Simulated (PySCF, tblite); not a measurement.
# C₅H₂F₃O₃−: a rotation path, then NMR shifts on frames

How do NMR shifts of C₅H₂F₃O₃− (`[O-]c1occc1OC(F)(F)F`) change as the atoms move?

Computed with tblite 0.8.0 and PySCF 2.14.0, with density-fitted response routines of our own, on a single molecule in the gas phase. Atoms count from 0, in the outputs and in this text.

## (1) Starting geometry

13 atoms, charge -1, multiplicity 1; geometry from: GFN2-xTB.

Bonds of the start (Å): O0–C1 1.23, C1–O2 1.40, O2–C3 1.37, C3–C4 1.35, C4–C5 1.41, C5–O6 1.44, O6–C7 1.29, C7–F8 1.35, C7–F9 1.37, C7–F10 1.35, C5–C1 1.40, C3–H11 1.07, C4–H12 1.07.

## (2) The rotation path with GFN2-xTB

What the job is given:

```
{"job": {"kind": "neb", "xc": "GFN2-xTB", "basis": "xTB", "atoms": [4, 5, 6, 7], "turn": 180}, "charge": -1, "multiplicity": 1}
O     -0.735935     2.520964    -0.144969
C     -0.944097     1.312687    -0.027477
O     -2.192361     0.768735    -0.334403
C     -2.147662    -0.582940    -0.112877
C     -0.924975    -0.956709     0.331789
C     -0.160438     0.230005     0.402199
O      1.209570     0.301909     0.848984
C      2.081768    -0.013800    -0.044438
F      3.332319     0.109164     0.458539
F      2.029152    -1.310253    -0.480824
F      2.089837     0.703444    -1.186879
H     -3.045074    -1.135569    -0.311649
H     -0.596493    -1.947150     0.584277
```

Method: GFN2-xTB climbing-image nudged elastic band, gas phase.

Command:

```sh
OMP_NUM_THREADS=1 python probes_run.py task.json out
```

The driver reads the jobs from task.json and runs them one after another.

The program printed:

```text
image   E - E0 / eV
  0       0.0000
  1       0.0245
  2       0.0588
  3       0.0752
  4       0.0853
  5       0.0722
  6       0.0563
  7       0.0222
  8      -0.0013
```

Wall time 3.8 s (1 thread, shared host).

The final band, with the dihedral C4–C5–O6–C7:

| image | dihedral (°) | energy (eV) | energy (kcal/mol) |
| --- | --- | --- | --- |
| 0 | 81 | 0.000 | 0.0 |
| 1 | 104 | 0.024 | 0.6 |
| 2 | 125 | 0.059 | 1.4 |
| 3 | 149 | 0.075 | 1.7 |
| 4 | 180 | 0.085 | 2.0 |
| 5 | 210 | 0.072 | 1.7 |
| 6 | 235 | 0.056 | 1.3 |
| 7 | 257 | 0.022 | 0.5 |
| 8 | 281 | -0.001 | 0.0 |

## (3) NMR shieldings: image 0, PBE0/pcSseg-1

What the job is given:

```
{"job": {"kind": "nmr", "xc": "PBE0", "basis": "pcSseg-1", "pop": false}, "charge": -1, "multiplicity": 1}
O     -0.735900     2.521000    -0.145000
C     -0.944100     1.312700    -0.027500
O     -2.192400     0.768700    -0.334400
C     -2.147700    -0.582900    -0.112900
C     -0.925000    -0.956700     0.331800
C     -0.160400     0.230000     0.402200
O      1.209600     0.301900     0.849000
C      2.081800    -0.013800    -0.044400
F      3.332300     0.109200     0.458500
F      2.029200    -1.310300    -0.480800
F      2.089800     0.703400    -1.186900
H     -3.045100    -1.135600    -0.311600
H     -0.596500    -1.947200     0.584300
```

Method: GIAO PBE0/pcSseg-1 NMR shielding, non-relativistic, gas phase.

The program printed:

```text
coarse grid: 13192 points
cycle   1  E = -715.7418434415  dE =  2.382e+00  |g| = 1.327e+00  |ddm| = 3.598e+00
cycle   2  E = -715.1647194246  dE =  5.771e-01  |g| = 2.233e+00  |ddm| = 3.275e+00
cycle   3  E = -716.0285682556  dE = -8.638e-01  |g| = 3.883e-01  |ddm| = 2.620e+00
cycle   4  E = -716.0567724489  dE = -2.820e-02  |g| = 1.081e-01  |ddm| = 4.086e-01
cycle   5  E = -716.0584028956  dE = -1.630e-03  |g| = 4.077e-02  |ddm| = 9.178e-02
cycle   6  E = -716.0587172629  dE = -3.144e-04  |g| = 1.418e-02  |ddm| = 4.066e-02
cycle   7  E = -716.0587564011  dE = -3.914e-05  |g| = 4.134e-03  |ddm| = 1.454e-02
cycle   8  E = -716.0587601455  dE = -3.744e-06  |g| = 8.006e-04  |ddm| = 4.554e-03
final grid: 135224 points
cycle   9  E = -716.1742188274  dE = -3.137e-05  |g| = 1.558e-02  |ddm| = 2.694e-02
cycle  10  E = -716.1741459638  dE =  7.286e-05  |g| = 2.538e-02  |ddm| = 2.961e-02
cycle  11  E = -716.1742595571  dE = -1.136e-04  |g| = 2.258e-03  |ddm| = 2.112e-02
cycle  12  E = -716.1742605497  dE = -9.926e-07  |g| = 3.562e-04  |ddm| = 2.391e-03
cycle  13  E = -716.1742605662  dE = -1.647e-08  |g| = 2.133e-04  |ddm| = 4.195e-04
cycle  14  E = -716.1742605740  dE = -7.774e-09  |g| = 4.501e-05  |ddm| = 1.677e-04
cycle  15  E = -716.1742605742  dE = -2.747e-10  |g| = 2.547e-05  |ddm| = 5.939e-05
converged SCF energy = -716.1742605742

GIAO shielding tensors (ppm)
atom      isotropic    diamagn.    paramagn.     s11        s22        s33       span
  0 O       83.968     402.046    -318.078    -70.120     -8.720    330.743    400.863
  1 C       20.781     246.286    -225.505    -64.567     58.243     68.667    133.234
  2 O       56.695     403.089    -346.393   -118.826     74.003    214.908    333.734
  3 C       75.006     252.754    -177.749     16.644     90.959    117.415    100.772
  4 C       73.299     252.624    -179.325    -12.706     79.035    153.567    166.272
  5 C       75.585     255.643    -180.059     56.225     81.768     88.761     32.536
  6 O      222.841     399.677    -176.836    185.392    215.413    267.718     82.326
  7 C       54.350     236.313    -181.964     37.896     46.665     78.488     40.591
  8 F      243.881     469.034    -225.153    162.203    200.317    369.124    206.921
  9 F      236.813     475.828    -239.015    147.169    192.752    370.517    223.349
 10 F      242.555     473.958    -231.403    156.003    208.028    363.633    207.630
 11 H       26.021      31.255      -5.234     23.473     25.422     29.167      5.694
 12 H       25.641      32.488      -6.847     24.479     24.630     27.814      3.336
```

Wall time 29 s (1 thread, shared host).

The references, computed at this level on geometries of the same kind, shield at (ppm): 1H TMS 31.72, 13C TMS 186.9, 19F CFCl3 170.9, 17O H2O 336.1. Their shielding less the atom's gives the shift. The references are single molecules in the gas phase, so shifts against H2O, NH3, PH3, H3PO4 or CFCl3 are not on the usual liquid scales and can be off by tens of ppm. Each atom is listed at this fixed geometry, with no averaging over motion; a spectrum would average atoms that exchange fast.

| atoms | environment | σ (ppm) | δ (ppm) |
| --- | --- | --- | --- |
| C1 | substituted aromatic carbon next to the ring oxygen | 20.8 | 166.1 |
| C7 | CF3 carbon | 54.3 | 132.6 |
| C4 | aromatic CH | 73.3 | 113.6 |
| C3 | aromatic CH next to the ring oxygen | 75.0 | 111.9 |
| C5 | aromatic carbon bearing oxygen | 75.6 | 111.3 |
| H12 | hydrogen on an aromatic CH | 25.64 | 6.08 |
| H11 | hydrogen on an aromatic CH next to the ring oxygen | 26.02 | 5.70 |
| O2 | aromatic ring oxygen | 56.7 | 279.4 |
| O0 | oxygen bonded to C | 84.0 | 252.1 |
| O6 | ether oxygen | 222.8 | 113.2 |
| F9 | fluorine of an OCF3 group | 236.8 | -65.9 |
| F10 | fluorine of an OCF3 group | 242.6 | -71.6 |
| F8 | fluorine of an OCF3 group | 243.9 | -72.9 |

Ring of atoms C1, O2, C3, C4, C5: NICS(0) -11.7, NICS(1) -6.7, NICS(1)zz -14.6 ppm (means of both faces).

## (4) Nuclear shieldings: image 2, PBE0/pcSseg-1

What the job is given:

```
{"job": {"kind": "nmr", "xc": "PBE0", "basis": "pcSseg-1", "pop": false}, "charge": -1, "multiplicity": 1}
O     -0.423400     2.189500    -0.681800
C     -0.801700     1.081900    -0.296400
O     -2.124500     0.676400    -0.482500
C     -2.270000    -0.587100     0.025600
C     -1.096700    -1.038800     0.529700
C     -0.165600     0.006100     0.340500
O      1.197100    -0.048500     0.816400
C      2.130300     0.141600    -0.053100
F      3.329900    -0.170300     0.511800
F      2.074400    -0.632100    -1.170200
F      2.303300     1.391000    -0.514300
H     -3.249400    -1.020400    -0.034900
H     -0.907900    -1.988800     0.991500
```

Method: GIAO PBE0/pcSseg-1 NMR shielding, non-relativistic, gas phase.

The program printed:

```text
coarse grid: 13192 points
cycle   1  E = -715.7362519511  dE =  2.391e+00  |g| = 1.329e+00  |ddm| = 3.599e+00
cycle   2  E = -715.1509512546  dE =  5.853e-01  |g| = 2.243e+00  |ddm| = 3.220e+00
cycle   3  E = -716.0226044533  dE = -8.717e-01  |g| = 3.973e-01  |ddm| = 2.582e+00
cycle   4  E = -716.0520808065  dE = -2.948e-02  |g| = 1.094e-01  |ddm| = 4.122e-01
cycle   5  E = -716.0537722346  dE = -1.691e-03  |g| = 4.089e-02  |ddm| = 9.375e-02
cycle   6  E = -716.0540867900  dE = -3.146e-04  |g| = 1.446e-02  |ddm| = 4.124e-02
cycle   7  E = -716.0541274819  dE = -4.069e-05  |g| = 4.216e-03  |ddm| = 1.473e-02
cycle   8  E = -716.0541314175  dE = -3.936e-06  |g| = 8.004e-04  |ddm| = 4.585e-03
final grid: 135224 points
cycle   9  E = -716.1700794013  dE = -3.305e-05  |g| = 1.568e-02  |ddm| = 3.082e-02
cycle  10  E = -716.1700048665  dE =  7.453e-05  |g| = 2.562e-02  |ddm| = 2.961e-02
cycle  11  E = -716.1701207153  dE = -1.158e-04  |g| = 2.348e-03  |ddm| = 2.109e-02
cycle  12  E = -716.1701217710  dE = -1.056e-06  |g| = 3.674e-04  |ddm| = 2.410e-03
cycle  13  E = -716.1701217880  dE = -1.695e-08  |g| = 2.208e-04  |ddm| = 4.126e-04
cycle  14  E = -716.1701217962  dE = -8.168e-09  |g| = 4.738e-05  |ddm| = 1.705e-04
cycle  15  E = -716.1701217965  dE = -3.297e-10  |g| = 2.564e-05  |ddm| = 6.023e-05
converged SCF energy = -716.1701217965

GIAO shielding tensors (ppm)
atom      isotropic    diamagn.    paramagn.     s11        s22        s33       span
  0 O       81.611     403.753    -322.142    -73.206     -9.316    327.355    400.561
  1 C       21.972     247.050    -225.079    -62.131     58.407     69.639    131.771
  2 O       54.426     402.988    -348.562   -119.186     70.933    211.532    330.718
  3 C       75.474     251.920    -176.447     18.402     90.502    117.517     99.115
  4 C       75.014     251.784    -176.770     -9.314     81.016    153.340    162.654
  5 C       73.201     255.017    -181.816     49.872     79.955     89.776     39.904
  6 O      225.262     400.088    -174.825    195.150    211.217    269.420     74.269
  7 C       55.027     235.912    -180.885     40.141     47.799     77.139     36.997
  8 F      238.920     469.534    -230.614    156.507    187.132    373.120    216.614
  9 F      243.681     474.967    -231.286    155.442    209.952    365.649    210.207
 10 F      228.595     472.954    -244.358    146.984    190.904    347.899    200.916
 11 H       26.002      30.881      -4.879     23.412     25.267     29.327      5.915
 12 H       25.738      32.000      -6.262     24.997     25.134     27.083      2.085
```

It took 29 s on 1 thread, shared host.

This run: δ C1 165.0, C7 131.9, C5 113.7, C4 111.9, H12 5.98, H11 5.72 ppm.

## (5) NMR shieldings: image 4, PBE0/pcSseg-1

What the job is given:

```
{"job": {"kind": "nmr", "xc": "PBE0", "basis": "pcSseg-1", "pop": false}, "charge": -1, "multiplicity": 1}
O     -0.184700     1.738400    -1.228800
C     -0.683000     0.802100    -0.597900
O     -2.067400     0.625200    -0.554300
C     -2.342800    -0.483700     0.200100
C     -1.197000    -1.046100     0.658100
C     -0.149700    -0.241200     0.167500
O      1.238000    -0.542100     0.450500
C      2.136800     0.238800    -0.043600
F      3.358200    -0.218000     0.365500
F      2.238800     0.271700    -1.386800
F      2.118500     1.521300     0.364400
H     -3.376300    -0.742100     0.322100
H     -1.093800    -1.923900     1.265500
```

Method: GIAO PBE0/pcSseg-1 NMR shielding, non-relativistic, gas phase.

The program printed:

```text
coarse grid: 13192 points
cycle   1  E = -715.7345475076  dE =  2.409e+00  |g| = 1.327e+00  |ddm| = 3.623e+00
cycle   2  E = -715.1470204679  dE =  5.875e-01  |g| = 2.240e+00  |ddm| = 3.130e+00
cycle   3  E = -716.0197390949  dE = -8.727e-01  |g| = 4.017e-01  |ddm| = 2.508e+00
cycle   4  E = -716.0497262366  dE = -2.999e-02  |g| = 1.099e-01  |ddm| = 4.009e-01
cycle   5  E = -716.0514459717  dE = -1.720e-03  |g| = 4.102e-02  |ddm| = 9.428e-02
cycle   6  E = -716.0517636671  dE = -3.177e-04  |g| = 1.462e-02  |ddm| = 4.149e-02
cycle   7  E = -716.0518053582  dE = -4.169e-05  |g| = 4.235e-03  |ddm| = 1.451e-02
cycle   8  E = -716.0518093454  dE = -3.987e-06  |g| = 8.297e-04  |ddm| = 4.499e-03
final grid: 135224 points
cycle   9  E = -716.1663713502  dE = -3.135e-05  |g| = 1.557e-02  |ddm| = 3.187e-02
cycle  10  E = -716.1662999365  dE =  7.141e-05  |g| = 2.527e-02  |ddm| = 2.728e-02
cycle  11  E = -716.1664121537  dE = -1.122e-04  |g| = 2.271e-03  |ddm| = 1.915e-02
cycle  12  E = -716.1664131336  dE = -9.800e-07  |g| = 3.729e-04  |ddm| = 2.254e-03
cycle  13  E = -716.1664131512  dE = -1.757e-08  |g| = 2.209e-04  |ddm| = 3.977e-04
cycle  14  E = -716.1664131594  dE = -8.194e-09  |g| = 4.992e-05  |ddm| = 1.712e-04
cycle  15  E = -716.1664131598  dE = -3.720e-10  |g| = 2.598e-05  |ddm| = 6.170e-05
converged SCF energy = -716.1664131598

GIAO shielding tensors (ppm)
atom      isotropic    diamagn.    paramagn.     s11        s22        s33       span
  0 O       82.280     404.800    -322.520    -70.052     -3.070    319.963    390.015
  1 C       24.844     247.972    -223.127    -55.829     58.937     71.424    127.253
  2 O       54.233     402.887    -348.654   -113.455     69.400    206.752    320.207
  3 C       75.752     251.253    -175.501     19.426     90.120    117.710     98.284
  4 C       77.450     251.574    -174.124     -4.921     82.324    154.946    159.867
  5 C       71.266     255.979    -184.712     43.811     78.068     91.920     48.110
  6 O      225.503     400.506    -175.003    196.741    213.434    266.336     69.595
  7 C       56.595     235.039    -178.444     44.684     47.941     77.160     32.476
  8 F      236.438     469.695    -233.257    154.567    177.144    377.604    223.037
  9 F      233.552     473.798    -240.246    142.315    209.867    348.473    206.158
 10 F      233.561     473.835    -240.274    142.520    210.839    347.324    204.804
 11 H       25.974      30.687      -4.713     23.351     25.149     29.422      6.071
 12 H       25.706      31.564      -5.857     24.867     25.185     27.066      2.199
```

Run time: 29 s. Hardware: 1 thread, shared host.

In short: δ C1 162.1, C7 130.3, C5 115.7, C3 111.2, H12 6.01, H11 5.74 ppm.

## (6) NMR shieldings: image 6, PBE0/pcSseg-1

What the job is given:

```
{"job": {"kind": "nmr", "xc": "PBE0", "basis": "pcSseg-1", "pop": false}, "charge": -1, "multiplicity": 1}
O     -0.343800     1.372700    -1.847500
C     -0.754400     0.609900    -0.971000
O     -2.106900     0.580000    -0.627000
C     -2.284800    -0.346700     0.365800
C     -1.105900    -0.924200     0.700000
C     -0.134800    -0.331600    -0.136300
O      1.254600    -0.725800    -0.145300
C      2.117600     0.213200     0.048400
F      3.336200    -0.344900     0.295100
F      2.350000     1.055000    -0.972700
F      1.893000     1.017500     1.119000
H     -3.287800    -0.486900     0.718800
H     -0.937300    -1.687700     1.435000
```

Method: GIAO PBE0/pcSseg-1 NMR shielding, non-relativistic, gas phase.

The program printed:

```text
coarse grid: 13192 points
cycle   1  E = -715.7366221607  dE =  2.394e+00  |g| = 1.329e+00  |ddm| = 3.600e+00
cycle   2  E = -715.1514862033  dE =  5.851e-01  |g| = 2.242e+00  |ddm| = 3.223e+00
cycle   3  E = -716.0228505563  dE = -8.714e-01  |g| = 3.975e-01  |ddm| = 2.585e+00
cycle   4  E = -716.0523653628  dE = -2.951e-02  |g| = 1.093e-01  |ddm| = 4.129e-01
cycle   5  E = -716.0540523939  dE = -1.687e-03  |g| = 4.096e-02  |ddm| = 9.384e-02
cycle   6  E = -716.0543680546  dE = -3.157e-04  |g| = 1.447e-02  |ddm| = 4.136e-02
cycle   7  E = -716.0544088054  dE = -4.075e-05  |g| = 4.215e-03  |ddm| = 1.477e-02
cycle   8  E = -716.0544127405  dE = -3.935e-06  |g| = 7.982e-04  |ddm| = 4.590e-03
final grid: 135224 points
cycle   9  E = -716.1700192588  dE = -3.120e-05  |g| = 1.550e-02  |ddm| = 2.550e-02
cycle  10  E = -716.1699479837  dE =  7.128e-05  |g| = 2.519e-02  |ddm| = 2.877e-02
cycle  11  E = -716.1700595492  dE = -1.116e-04  |g| = 2.281e-03  |ddm| = 2.045e-02
cycle  12  E = -716.1700605470  dE = -9.978e-07  |g| = 3.670e-04  |ddm| = 2.368e-03
cycle  13  E = -716.1700605640  dE = -1.708e-08  |g| = 2.180e-04  |ddm| = 4.094e-04
cycle  14  E = -716.1700605720  dE = -7.939e-09  |g| = 4.703e-05  |ddm| = 1.673e-04
cycle  15  E = -716.1700605723  dE = -3.233e-10  |g| = 2.543e-05  |ddm| = 5.981e-05
converged SCF energy = -716.1700605723

GIAO shielding tensors (ppm)
atom      isotropic    diamagn.    paramagn.     s11        s22        s33       span
  0 O       81.888     403.769    -321.881    -73.055     -8.694    327.414    400.469
  1 C       21.948     247.061    -225.114    -61.954     58.538     69.260    131.214
  2 O       54.389     402.998    -348.608   -119.307     70.800    211.675    330.981
  3 C       75.554     251.882    -176.328     18.640     90.500    117.523     98.884
  4 C       75.074     251.822    -176.748     -9.243     81.016    153.449    162.692
  5 C       72.994     255.212    -182.219     49.329     79.508     90.143     40.814
  6 O      225.261     400.123    -174.863    195.059    210.519    270.204     75.145
  7 C       54.996     236.013    -181.017     40.256     47.767     76.966     36.710
  8 F      239.025     469.580    -230.555    155.834    187.757    373.483    217.649
  9 F      228.095     472.881    -244.786    145.959    190.552    347.774    201.816
 10 F      243.788     475.096    -231.309    156.893    210.809    363.662    206.769
 11 H       26.007      30.889      -4.882     23.409     25.266     29.347      5.938
 12 H       25.732      32.004      -6.272     24.987     25.129     27.081      2.094
```

Wall time 28 s (1 thread, shared host).

In short: δ C1 165.0, C7 131.9, C5 113.9, C4 111.9, H12 5.98, H11 5.71 ppm.

## (7) NMR shieldings: image 8, PBE0/pcSseg-1

What the job is given:

```
{"job": {"kind": "nmr", "xc": "PBE0", "basis": "pcSseg-1", "pop": false}, "charge": -1, "multiplicity": 1}
O     -0.597300     0.913300    -2.408300
C     -0.865400     0.402500    -1.320000
O     -2.161700     0.450600    -0.805300
C     -2.175600    -0.189800     0.406200
C     -0.946100    -0.666600     0.712200
C     -0.114100    -0.311400    -0.373300
O      1.289200    -0.627000    -0.480600
C      2.063300     0.140100     0.205000
F      3.359700    -0.142000    -0.058200
F      1.944300     1.470300     0.023000
F      1.968500    -0.004800     1.565500
H     -3.114700    -0.228700     0.922500
H     -0.654600    -1.206000     1.593400
```

Level: GIAO PBE0/pcSseg-1 NMR shielding, non-relativistic, gas phase.

The program printed:

```text
coarse grid: 13192 points
cycle   1  E = -715.7403701632  dE =  2.385e+00  |g| = 1.327e+00  |ddm| = 3.597e+00
cycle   2  E = -715.1630905253  dE =  5.773e-01  |g| = 2.233e+00  |ddm| = 3.277e+00
cycle   3  E = -716.0270248041  dE = -8.639e-01  |g| = 3.885e-01  |ddm| = 2.622e+00
cycle   4  E = -716.0552511429  dE = -2.823e-02  |g| = 1.082e-01  |ddm| = 4.085e-01
cycle   5  E = -716.0568822089  dE = -1.631e-03  |g| = 4.103e-02  |ddm| = 9.188e-02
cycle   6  E = -716.0572013175  dE = -3.191e-04  |g| = 1.420e-02  |ddm| = 4.093e-02
cycle   7  E = -716.0572406714  dE = -3.935e-05  |g| = 4.133e-03  |ddm| = 1.456e-02
cycle   8  E = -716.0572444088  dE = -3.737e-06  |g| = 8.055e-04  |ddm| = 4.546e-03
final grid: 135224 points
cycle   9  E = -716.1740828878  dE = -3.580e-05  |g| = 1.563e-02  |ddm| = 2.958e-02
cycle  10  E = -716.1740094387  dE =  7.345e-05  |g| = 2.547e-02  |ddm| = 2.982e-02
cycle  11  E = -716.1741240341  dE = -1.146e-04  |g| = 2.271e-03  |ddm| = 2.125e-02
cycle  12  E = -716.1741250275  dE = -9.934e-07  |g| = 3.821e-04  |ddm| = 2.429e-03
cycle  13  E = -716.1741250467  dE = -1.913e-08  |g| = 2.223e-04  |ddm| = 4.351e-04
cycle  14  E = -716.1741250551  dE = -8.436e-09  |g| = 4.655e-05  |ddm| = 1.749e-04
cycle  15  E = -716.1741250554  dE = -2.970e-10  |g| = 2.671e-05  |ddm| = 6.121e-05
converged SCF energy = -716.1741250554

GIAO shielding tensors (ppm)
atom      isotropic    diamagn.    paramagn.     s11        s22        s33       span
  0 O       83.869     401.971    -318.102    -70.676     -8.547    330.829    401.505
  1 C       20.700     246.309    -225.610    -64.447     58.096     68.451    132.899
  2 O       56.697     403.069    -346.372   -119.312     73.813    215.589    334.901
  3 C       75.172     252.753    -177.581     17.081     91.020    117.416    100.336
  4 C       73.745     252.793    -179.048    -12.143     79.261    154.117    166.259
  5 C       75.357     255.625    -180.268     55.429     81.432     89.209     33.780
  6 O      222.761     399.618    -176.857    184.547    215.125    268.611     84.063
  7 C       54.332     236.418    -182.086     37.939     46.219     78.836     40.897
  8 F      243.803     468.970    -225.167    161.462    201.233    368.714    207.252
  9 F      242.895     474.304    -231.409    156.058    211.030    361.596    205.538
 10 F      235.485     475.688    -240.203    146.322    187.455    372.677    226.355
 11 H       26.031      31.273      -5.242     23.472     25.432     29.189      5.716
 12 H       25.633      32.539      -6.905     24.491     24.555     27.854      3.363
```

Wall time 27 s (1 thread, shared host).

In short: δ C1 166.2, C7 132.6, C4 113.2, C3 111.8, H12 6.08, H11 5.69 ppm.

## (8) Run by run: NMR shifts

Shifts (ppm) of some atoms, chosen among heavy atoms and hydrogens apart, with basis size and wall time:

| frame | C4 | C5 | H12 | H11 | F9 | F10 | F8 | functions | time |
| --- | --- | --- | --- | --- | --- | --- | --- | --- | --- |
| image 0 | 113.6 | 111.3 | 6.08 | 5.70 | -65.9 | -71.6 | -72.9 | 197 | 29 s |
| image 2 | 111.9 | 113.7 | 5.98 | 5.72 | -72.7 | -57.6 | -68.0 | 197 | 29 s |
| image 4 | 109.5 | 115.7 | 6.01 | 5.74 | -62.6 | -62.6 | -65.5 | 197 | 29 s |
| image 6 | 111.9 | 113.9 | 5.98 | 5.71 | -57.1 | -72.8 | -68.1 | 197 | 28 s |
| image 8 | 113.2 | 111.6 | 6.08 | 5.69 | -71.9 | -64.5 | -72.9 | 197 | 27 s |

## (9) Summary of results

| quantity | value |
| --- | --- |
| barrier | 0.085 eV (2.0 kcal/mol) at image 4 |
| end to end (GFN2-xTB) | -0.001 eV |
| 13C shifts against TMS (PBE0/pcSseg-1, image 0) | 166.1, 132.6, 113.6, 111.9, 111.3 ppm |
| 1H shifts against TMS (PBE0/pcSseg-1, image 0) | 6.08, 5.70 ppm |
| 17O shifts against H2O (PBE0/pcSseg-1, image 0) | 279.4, 252.1, 113.2 ppm |
| 19F shifts against CFCl3 (PBE0/pcSseg-1, image 0) | -65.9, -71.6, -72.9 ppm |
| range of the shift of F9 | -72.7 to -57.1 ppm |

**Reading.** Along the band the dihedral turns by 200°, and the top (dihedral 180°) lies 2.0 kcal/mol above the start (GFN2-xTB, rough), so at room temperature this motion is fast. The top was not checked by a frequency run. Shifts at one fixed geometry are not the observed spectrum, which averages over the motion. In the first frame run (image 0): Shielding is most anisotropic at O0 (span 401 ppm, paramagnetic term -318 ppm). In ppm, F9 moves most: its shift spreads over 15.6 ppm, from -72.7 (image 2) to -57.1 (image 6).
